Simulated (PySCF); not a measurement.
# C3H4F4O: NMR shifts and electronic excitations in gas and solvents, part 2 of 2

PySCF 2.14.0. Atoms count from 0. The steps go on from the part before.

## 5. Excited states and response: CAM-B3LYP/def2-SVPD

Job settings and geometry (Å):

```
{"job": {"kind": "uv", "xc": "CAM-B3LYP", "basis": "def2-SVPD", "dynamic": true, "nstates": 6, "ntriplets": 0}, "charge": 0, "multiplicity": 1}
O     -1.205752     1.396195     0.391853
C     -1.142761     0.007647     0.441920
C     -0.007747    -0.553782    -0.386898
F     -0.183103    -0.163488    -1.694495
C      1.380174    -0.084534     0.033501
F      1.554282    -0.303313     1.338718
F      1.568939     1.206394    -0.206860
F      2.321091    -0.763337    -0.624451
H     -1.168380     1.657459    -0.536150
H     -1.001149    -0.290684     1.491898
H     -2.073848    -0.476052     0.083253
H     -0.003155    -1.656108    -0.337584
```

With the program's defaults for keys left out, this is: TDDFT CAM-B3LYP/def2-SVPD, vertical, gas phase, core orbitals frozen in the response.

The log of the run:

```text
coarse grid: 11168 points
cycle   1  E = -590.4238527574  dE =  1.374e+00  |g| = 1.132e+00  |ddm| = 4.202e+00
cycle   2  E = -590.3002596171  dE =  1.236e-01  |g| = 1.484e+00  |ddm| = 2.264e+00
cycle   3  E = -590.6564272733  dE = -3.562e-01  |g| = 6.779e-02  |ddm| = 1.208e+00
cycle   4  E = -590.6571041693  dE = -6.769e-04  |g| = 3.143e-02  |ddm| = 9.499e-02
cycle   5  E = -590.6572666888  dE = -1.625e-04  |g| = 1.106e-02  |ddm| = 3.826e-02
cycle   6  E = -590.6572855004  dE = -1.881e-05  |g| = 2.454e-03  |ddm| = 1.009e-02
cycle   7  E = -590.6572865765  dE = -1.076e-06  |g| = 4.323e-04  |ddm| = 2.934e-03
final grid: 112736 points
cycle   8  E = -590.7459717333  dE = -3.952e-05  |g| = 5.414e-03  |ddm| = 5.576e-02
cycle   9  E = -590.7459701725  dE =  1.561e-06  |g| = 6.437e-03  |ddm| = 9.440e-03
cycle  10  E = -590.7459765667  dE = -6.394e-06  |g| = 3.568e-04  |ddm| = 4.466e-03
cycle  11  E = -590.7459765863  dE = -1.969e-08  |g| = 2.027e-04  |ddm| = 6.053e-04
cycle  12  E = -590.7459765939  dE = -7.587e-09  |g| = 4.107e-05  |ddm| = 2.191e-04
cycle  13  E = -590.7459765942  dE = -2.760e-10  |g| = 1.272e-05  |ddm| = 4.549e-05
converged SCF energy = -590.7459765942

Static polarisability (au): isotropic 45.561, principal 43.648 45.315 47.719

Singlet excitations
state   eV       nm        f      main configurations
  1   7.6110    162.9   0.00969   H->L 0.71, H->L+1 0.19
  2   8.5394    145.2   0.03799   H->L+1 0.72, H->L 0.18
  3   9.1288    135.8   0.01254   H->L+3 0.22, H-1->L 0.21, H->L+4 0.20
  4   9.2472    134.1   0.01902   H-1->L 0.54, H->L+4 0.13, H->L+2 0.13
  5   9.3543    132.5   0.03146   H->L+3 0.61, H->L+4 0.14
  6   9.6684    128.2   0.00998   H->L+4 0.36, H->L+2 0.32
```

It took 44 s on 1 thread of INTEL XEON PLATINUM 8581C at 2.10GHz, shared host; peak memory 0.96 GiB.

The orbitals next to the gap, with their largest atomic shares:

| orbital | eV | atoms |
| --- | --- | --- |
| HOMO−3 | -13.28 | F3 45 %, O0 23 %, C2 8 % |
| HOMO−2 | -12.28 | F3 29 %, C2 19 %, C4 13 % |
| HOMO−1 | -11.66 | O0 40 %, C1 20 %, C2 10 % |
| HOMO | -10.17 | O0 62 %, C1 14 %, H10 8 % |
| LUMO | 0.96 | C1 17 %, C2 15 %, O0 12 % |
| LUMO+1 | 1.48 | O0 18 %, H11 14 %, H8 11 % |
| LUMO+2 | 1.95 | F7 19 %, H10 14 %, O0 11 % |

With each of the 6 states as a Gaussian band of 0.4 eV half-width at 1/e, the curve within the window shown has maxima at 162 nm (ε 400), 143 nm (ε 1,700), 133 nm (ε 2,600) L/(mol cm). Beyond the last state computed it falls off for lack of states. The curve at chosen wavelengths:

(nm, ε (L/mol/cm)): (124, 387), (126, 836), (128, 1478), (130, 2151), (132, 2585), (134, 2596), (136, 2271), (139, 1765), (141, 1669), (143, 1688), (145, 1641), (147, 1434), (149, 1107), (151, 770), (153, 518), (155, 385), (157, 351), (159, 370), (161, 396), (164, 384), (166, 336), (168, 268), (170, 195), (172, 131), (174, 82), (176, 47)

Leading natural transition orbitals of singlet state 2: the hole lies on O0 60 %; H10 15 %; C1, C2 about 7 % each; the particle on H9, H10 about 25 % each; H11 20 %; H8 9 %.

Leading natural transition orbitals of singlet state 1: the hole lies on O0 67 %; H10 11 %; H8 7 %; the particle on H8 43 %; O0 15 %; H10 11 %.

Ground-state properties from the same run:

| property | computed |
| --- | --- |
| dipole moment (D) | 2.46 |
| polarisability (Å³) | 6.75 |
| HOMO–LUMO gap (eV) | 11.13 |
| −ε(HOMO) (eV) | 10.17 |
| C6 with itself (au) | 1171 |

The fields below are evaluated on a grid from the run's orbitals.

Frontier orbitals at CAM-B3LYP/def2-SVPD, with the share of their density that lies nearest to each atom:

| orbital | energy (eV) | lies on |
| --- | --- | --- |
| HOMO | -10.17 | O0 63 %; H10 13 %; C1, C2 about 6 % each |
| LUMO | 0.96 | H8, H10, H11 about 16 % each; F3 13 %; H9 9 % |

ELF in a plane through or near 5 of the atoms.

Ten even steps from ' ' (0.00) to '@' (1.00):
```
                                                        
                                                        
                                                        
                    ....                                
                ::--==--::      ..::::..                
              ::++##%%##++..  ..++%%##++..              
                ++##%%%%**..  ::##@@@@##--..            
          ....    --**==::    ..==%%%%**--::            
        ::++##++::::--::..        ------::..            
      ..--##%%####++==####====----::::..                
      ..--##====##++++%%**::::%%**++####==..            
        ::**%%%%##--::**==**::##**%%@@@@@@@@--          
        ..--**##==....%%@@@@%%==::##@@@@@@@@++          
          ..::::    --@@@@@@@@::  ==@@@@@@@@::          
                    **@@@@@@@@::    ++####==            
                    ==@@@@@@%%..                        
                      --++==::                          
                                                        
                                                        
                                                        
```
The map spans 10.2 Å across and 8.3 Å up, centred on the molecule. Atoms in the plane (x, y in Å): C2 (-0.1, -0.5), F7 (-2.5, -0.2), H8 (1.5, 1.4), H10 (1.9, -0.9), H11 (-0.4, -1.5).

On the surface of density 0.002 e/bohr³ the electrostatic potential runs, from the 1st to the 99th percentile, from -1.29 V near O0 to 2.00 V near H8.

## 6. TDDFT and polarisability: CAM-B3LYP/def2-SVPD in chloroform

The job, as its differences from that of step 5:

```diff
@@ -1,2 +1,2 @@
-{"job": {"kind": "uv", "xc": "CAM-B3LYP", "basis": "def2-SVPD", "dynamic": true, "nstates": 6, "ntriplets": 0}, "charge": 0, "multiplicity": 1}
+{"job": {"kind": "uv", "xc": "CAM-B3LYP", "basis": "def2-SVPD", "solvent": "chloroform", "nstates": 6, "ntriplets": 0}, "charge": 0, "multiplicity": 1}
 O     -1.205752     1.396195     0.391853
```

Level: TDDFT CAM-B3LYP/def2-SVPD, vertical, IEF-PCM chloroform (non-equilibrium linear response), core orbitals frozen in the response.

The log of the run:

```text
coarse grid: 11168 points
cycle   1  E = -590.4380307020  dE =  1.361e+00  |g| = 1.118e+00  |ddm| = 4.201e+00
cycle   2  E = -590.3309773899  dE =  1.071e-01  |g| = 1.437e+00  |ddm| = 2.222e+00
cycle   3  E = -590.6641423762  dE = -3.332e-01  |g| = 6.554e-02  |ddm| = 1.167e+00
cycle   4  E = -590.6647854793  dE = -6.431e-04  |g| = 2.908e-02  |ddm| = 8.970e-02
cycle   5  E = -590.6649237542  dE = -1.383e-04  |g| = 1.007e-02  |ddm| = 3.465e-02
cycle   6  E = -590.6649392298  dE = -1.548e-05  |g| = 2.454e-03  |ddm| = 9.488e-03
cycle   7  E = -590.6649403009  dE = -1.071e-06  |g| = 3.591e-04  |ddm| = 2.826e-03
final grid: 112736 points
cycle   8  E = -590.7535879542  dE = -3.967e-05  |g| = 5.403e-03  |ddm| = 5.563e-02
cycle   9  E = -590.7535865337  dE =  1.421e-06  |g| = 6.370e-03  |ddm| = 9.388e-03
cycle  10  E = -590.7535927757  dE = -6.242e-06  |g| = 3.437e-04  |ddm| = 4.423e-03
cycle  11  E = -590.7535927945  dE = -1.879e-08  |g| = 1.972e-04  |ddm| = 5.824e-04
cycle  12  E = -590.7535928018  dE = -7.319e-09  |g| = 3.773e-05  |ddm| = 2.159e-04
cycle  13  E = -590.7535928020  dE = -2.408e-10  |g| = 1.254e-05  |ddm| = 4.360e-05
converged SCF energy = -590.7535928020

Static polarisability (au): isotropic 53.305, principal 51.476 53.572 54.867

Singlet excitations
state   eV       nm        f      main configurations
  1   7.6655    161.7   0.01287   H->L 0.78, H->L+1 0.11
  2   8.7365    141.9   0.04339   H->L+1 0.68, H->L+2 0.20
  3   9.1224    135.9   0.01576   H->L+3 0.38, H-1->L 0.27, H->L+4 0.11
  4   9.2562    133.9   0.03847   H-1->L 0.36, H->L+4 0.24, H->L+2 0.21
  5   9.2946    133.4   0.03547   H->L+3 0.46, H-1->L 0.20, H->L+4 0.10
  6   9.6760    128.1   0.00308   H->L+4 0.38, H->L+2 0.23, H->L+5 0.10
```

Run time: 36 s. Hardware: 1 thread of INTEL XEON PLATINUM 8581C at 2.10GHz, shared host; peak memory 1 GiB.

In short: HOMO -9.98 eV, LUMO 1.16 eV; lowest singlet 7.67 eV.

## 7. Ultraviolet spectrum: CAM-B3LYP/def2-SVPD in water

The job, as its differences from that of step 6:

```diff
@@ -1,2 +1,2 @@
-{"job": {"kind": "uv", "xc": "CAM-B3LYP", "basis": "def2-SVPD", "solvent": "chloroform", "nstates": 6, "ntriplets": 0}, "charge": 0, "multiplicity": 1}
+{"job": {"kind": "uv", "xc": "CAM-B3LYP", "basis": "def2-SVPD", "solvent": "water", "nstates": 6, "ntriplets": 0}, "charge": 0, "multiplicity": 1}
 O     -1.205752     1.396195     0.391853
```

Level: TDDFT CAM-B3LYP/def2-SVPD, vertical, IEF-PCM water (non-equilibrium linear response), core orbitals frozen in the response.

The log of the run:

```text
coarse grid: 11168 points
cycle   1  E = -590.4436996569  dE =  1.355e+00  |g| = 1.113e+00  |ddm| = 4.201e+00
cycle   2  E = -590.3424918252  dE =  1.012e-01  |g| = 1.421e+00  |ddm| = 2.212e+00
cycle   3  E = -590.6675346440  dE = -3.250e-01  |g| = 6.531e-02  |ddm| = 1.156e+00
cycle   4  E = -590.6681771182  dE = -6.425e-04  |g| = 2.849e-02  |ddm| = 8.861e-02
cycle   5  E = -590.6683100644  dE = -1.329e-04  |g| = 9.814e-03  |ddm| = 3.369e-02
cycle   6  E = -590.6683247771  dE = -1.471e-05  |g| = 2.462e-03  |ddm| = 9.411e-03
cycle   7  E = -590.6683258636  dE = -1.087e-06  |g| = 3.391e-04  |ddm| = 2.816e-03
final grid: 112736 points
cycle   8  E = -590.7569568790  dE = -3.972e-05  |g| = 5.403e-03  |ddm| = 5.557e-02
cycle   9  E = -590.7569555123  dE =  1.367e-06  |g| = 6.350e-03  |ddm| = 9.380e-03
cycle  10  E = -590.7569617066  dE = -6.194e-06  |g| = 3.398e-04  |ddm| = 4.416e-03
cycle  11  E = -590.7569617252  dE = -1.865e-08  |g| = 1.957e-04  |ddm| = 5.785e-04
cycle  12  E = -590.7569617325  dE = -7.276e-09  |g| = 3.694e-05  |ddm| = 2.172e-04
cycle  13  E = -590.7569617327  dE = -2.376e-10  |g| = 1.263e-05  |ddm| = 4.366e-05
converged SCF energy = -590.7569617327

Static polarisability (au): isotropic 57.107, principal 55.417 57.524 58.381

Singlet excitations
state   eV       nm        f      main configurations
  1   7.6873    161.3   0.01328   H->L 0.78, H->L+1 0.11
  2   8.8287    140.4   0.03306   H->L+1 0.47, H->L+2 0.41
  3   9.1255    135.9   0.02102   H->L+3 0.42, H-1->L 0.27
  4   9.2624    133.9   0.06066   H->L+4 0.34, H->L+2 0.23, H->L+1 0.13
  5   9.2771    133.6   0.01215   H-1->L 0.45, H->L+3 0.36
  6   9.6673    128.3   0.00212   H->L+4 0.39, H->L+1 0.15, H->L+2 0.13
```

It took 29 s on 1 thread of INTEL XEON PLATINUM 8581C at 2.10GHz, shared host; peak memory 1 GiB.

Key values: HOMO -9.93 eV, LUMO 1.20 eV; lowest singlet 7.69 eV.

## 8. Run by run: NMR shifts

Shifts (ppm) of some atoms, chosen among heavy atoms and hydrogens apart, means over like atoms, with basis size and wall time:

| run | C4 | C2 | C1 | H11 | H8 | F5 | F3 | functions | time |
| --- | --- | --- | --- | --- | --- | --- | --- | --- | --- |
| PBE0/pcSseg-1 in chloroform | 128.9 | 92.3 | 62.7 | 4.62 | 1.35 | -88.5 | -241.9 | 156 | 19 s |
| PBE0/pcSseg-1 in water | 129.5 | 92.7 | 63.0 | 4.78 | 1.53 | -88.3 | -242.6 | 156 | 17 s |

The continuum's effect on the ground state:

| solvent | ε | polarisation energy (Eh) | μ (D) |
| --- | --- | --- | --- |
| chloroform | 4.71 | -0.0079 | 2.74 |
| water | 78.36 | -0.0117 | 2.92 |

## 9. Side by side: electronic excitations

Excitations and ground-state properties, with basis size and wall time:

| run | lowest singlet (eV) | brightest (eV) | f | gap (eV) | α (Å³) | μ (D) | functions | time |
| --- | --- | --- | --- | --- | --- | --- | --- | --- |
| CAM-B3LYP/def2-SVPD | 7.61 | 8.54 | 0.038 | 11.13 | 6.75 | 2.46 | 207 | 44 s |
| CAM-B3LYP/def2-SVPD in chloroform | 7.67 | 8.74 | 0.043 | 11.15 | 7.90 | 2.96 | 207 | 36 s |
| CAM-B3LYP/def2-SVPD in water | 7.69 | 9.26 | 0.061 | 11.13 | 8.46 | 3.20 | 207 | 29 s |

The continuum's effect on the ground state:

| solvent | ε | polarisation energy (Eh) | μ (D) |
| --- | --- | --- | --- |
| chloroform | 4.71 | -0.0084 | 2.96 |
| water | 78.36 | -0.0128 | 3.20 |

## 10. Results

The summary covers parts 1 to 2.

```
                                                                             quantity                        value
                                                                          point group                           C1
                                                 rotational constants (main isotopes)         2.93, 1.73, 1.49 GHz
                                   ¹³C shifts against TMS (PBE0/pcSseg-1, chloroform)        128.9, 92.3, 62.7 ppm
                                    ¹H shifts against TMS (PBE0/pcSseg-1, chloroform)   4.62, 4.31, 4.01, 1.35 ppm
                                   ¹⁷O shifts against H2O (PBE0/pcSseg-1, chloroform)                     15.1 ppm
¹⁹F shifts against CFCl3 (PBE0/pcSseg-1, chloroform, means over atoms taken as alike)            -88.5, -241.9 ppm
                                                 lowest singlet (CAM-B3LYP/def2-SVPD)  7.61 eV (163 nm), f = 0.010
                                             brightest single state of those computed  state 2, 8.54 eV, f = 0.038
                                                surface potential, 1st and 99th percentile           -1.29 V and 2.00 V
                                                             range of the shift of F3         -242.6 to -241.9 ppm
                                                          range of the lowest singlet              7.61 to 7.69 eV
```

In words: Relaxing lowered the energy by 0.090 eV in 8 steps; the close pair that moved most is C2–C4, from 1.548 to 1.524 Å. No frequency check was run at this level, so the end point may be a saddle. The most deshielded hydrogen is H11 (hydrogen on an sp3 CH bonded to F), at 4.62 ppm: its carbon carries F, hence the downfield position. At PBE0/pcSseg-1: The largest span, 155 ppm, is at F5, F6, F7, where the paramagnetic term is -205 ppm. The lowest singlet, at 7.61 eV, is HOMO→LUMO 0.71, HOMO→LUMO+1 0.19 and is weak; of the 6 states computed, the strongest absorption comes from state 2 at 8.54 eV. Across the 2 runs the shift of F3 moves most, between -242.6 (PBE0/pcSseg-1 in water) and -241.9 ppm (PBE0/pcSseg-1 in chloroform). The continuum holds electrostatics alone: no hydrogen bonds to the solvent, and the gas-phase geometry is kept. The lowest singlet runs from 7.61 eV (CAM-B3LYP/def2-SVPD) to 7.69 eV (CAM-B3LYP/def2-SVPD in water), while the orbital gap spans 11.13 to 11.15 eV. The lowest state need not be the same one in every run.
